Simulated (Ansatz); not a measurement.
# LaNbO: the cost of one run

Program: Ansatz 0.2.0. Level of theory: DFT PBE, scalar-relativistic, plane waves, PAW. These are calculated values, not measurements.

1 further run of the same task is left out (set aside as unsound or not needed). Runs told in other sessions of the task aren't counted.

### Step 1. The structure to begin with

The structure is trigonal, space group P-3m1 (No. 164). Conventional cell: a = 3.224 Å, b = 3.224 Å, c = 12.151 Å, α = 90.00°, β = 90.00°, γ = 120.00°. La (site symmetry 3m) is surrounded by 3 O at 2.34 Å and 3 Nb at 2.46 Å. Nb (site symmetry 3m) is surrounded by 3 La at 2.46 Å. O (site symmetry 3m) is surrounded by 3 La at 2.34 Å.

As a file:

```xyz
6
Lattice="3.2244 0.0000 0.0000 -1.6122 2.7924 0.0000 0.0000 0.0000 12.1506" Properties=species:S:1:pos:R:3 pbc="T T T"
La    0.0000    0.0000    3.1823
La    0.0000    0.0000    8.9682
Nb    0.0000    1.8616   10.5822
Nb    1.6122    0.9308    1.5684
O     1.6122    0.9308    4.5982
O     0.0000    1.8616    7.5524
```

Recipe of the guess: species swapped into a database cell of NbSeS (P-3m1, No. 164), with La on the Nb sites, Nb on the Se sites and O on the S sites. Lengths come from tabulated atomic sizes and are only a guess.

### Step 2. A first look at the guess

The input, input.yaml:

```yaml
crystal:
  lattice:
    - [3.22437908, 0.0, 0.0]
    - [-1.61218954, 2.7923942, 0.0]
    - [0.0, 0.0, 12.15056961]
  atoms:
    - { symbol: La, position: [0.0, 0.0, 0.26190746] }
    - { symbol: La, position: [0.0, 0.0, 0.73809254] }
    - { symbol: Nb, position: [0.33333333, 0.66666667, 0.87092197] }
    - { symbol: Nb, position: [0.66666667, 0.33333333, 0.12907803] }
    - { symbol: O, position: [0.66666667, 0.33333333, 0.37843156] }
    - { symbol: O, position: [0.33333333, 0.66666667, 0.62156844] }
basis:
  ecutwfc: 420
kpoints:
  mp_grid: { grid: [6, 6, 2] }
hamiltonian:
  xc: pbe
scf:
  occupations: { method: gaussian, width: 0.1 }
  lower_state_search: "off"
output:
  forces: true
  stress: true
  eigenvalues: true
```

Command:

```console
> ansatz run input.yaml --threads 1 --pin off --max-ram 2560MiB --backend cpu --events-out ev --progress --plain --runs-dir out
```

**Question.** How long does this run take on 1 thread of AMD EPYC (Zen 3), shared host, and how much memory does it need?

About 13 s, with a peak of 0.44 GiB.
